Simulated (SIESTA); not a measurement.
Crystal: Mg3GaO4.

```xyz
8
Lattice="4.3635 0.0000 0.0000 0.0000 4.3635 0.0000 0.0000 0.0000 4.3635" Properties=species:S:1:pos:R:3 pbc="T T T"
Ga    0.0000    0.0000    0.0000
Mg    2.1817    2.1817    0.0000
Mg    2.1817    0.0000    2.1817
Mg    0.0000    2.1817    2.1817
O     0.0000    2.1817    0.0000
O     0.0000    0.0000    2.1817
O     2.1817    2.1817    2.1817
O     2.1817    0.0000    0.0000
```

The cell comes from a database or a generator and needn't be the stable form of this composition.

```yaml
Program: SIESTA 5.4.2
Task: single point
Functional: PBEsol
Potentials_or_basis: PseudoDojo 0.4 standard (PBEsol files)
Basis: DZP (energy shift 0.003 Ry; two zetas on semicore shells)
Grid_cutoff: 800 Ry
Energy_shift: 0.003 Ry
k_mesh: 6 × 6 × 6
Occupations: fermi-dirac, width 0.05 eV
Spin: no spin polarisation
```

On this cell: pressure -2.0 GPa; largest force zero by symmetry; band gap on the k mesh none (metal or under the smearing width).

The same run follows on a disturbed copy (atoms moved at random, drawn with an rms of 0.05 Å):

```
CELL_PARAMETERS angstrom
4.36349 0.00000 0.00000
0.00000 4.36349 0.00000
0.00000 0.00000 4.36349
ATOMIC_POSITIONS crystal
Ga 0.01135 0.00912 0.00395
Mg 0.51677 0.50345 0.99084
Mg 0.49821 0.97716 0.50365
Mg 0.99394 0.49069 0.49542
O 0.99280 0.50461 0.98546
O 0.99734 0.00451 0.51214
O 0.50938 0.51233 0.49674
O 0.49615 0.99481 0.99666
```

What changes?

The energy (extrapolated to zero smearing) moves by +18.2 meV/atom; pressure -0.9 GPa; largest force 0.873 eV/Å; band gap on the k mesh none (metal or under the smearing width).

Forces on the atoms (eV/Å):
```
Ga  -0.175 -0.252 -0.195
Mg  -0.528 -0.192  0.181
Mg   0.102  0.847 -0.186
Mg   0.320  0.285 -0.033
O    0.511 -0.083  0.421
O    0.171 -0.156 -0.204
O   -0.387 -0.720 -0.137
O   -0.015  0.264  0.148
```

Stress tensor (GPa, compression positive):
```
-1.00 -0.12  0.04
-0.12 -0.21 -0.06
 0.04 -0.06 -1.63
```

Caveats: the basis of atomic orbitals isn't converged, which shifts pressures, moduli and gaps; an odd number of electrons without spin polarisation forces a metal; a magnetic or distorted state may lie lower.
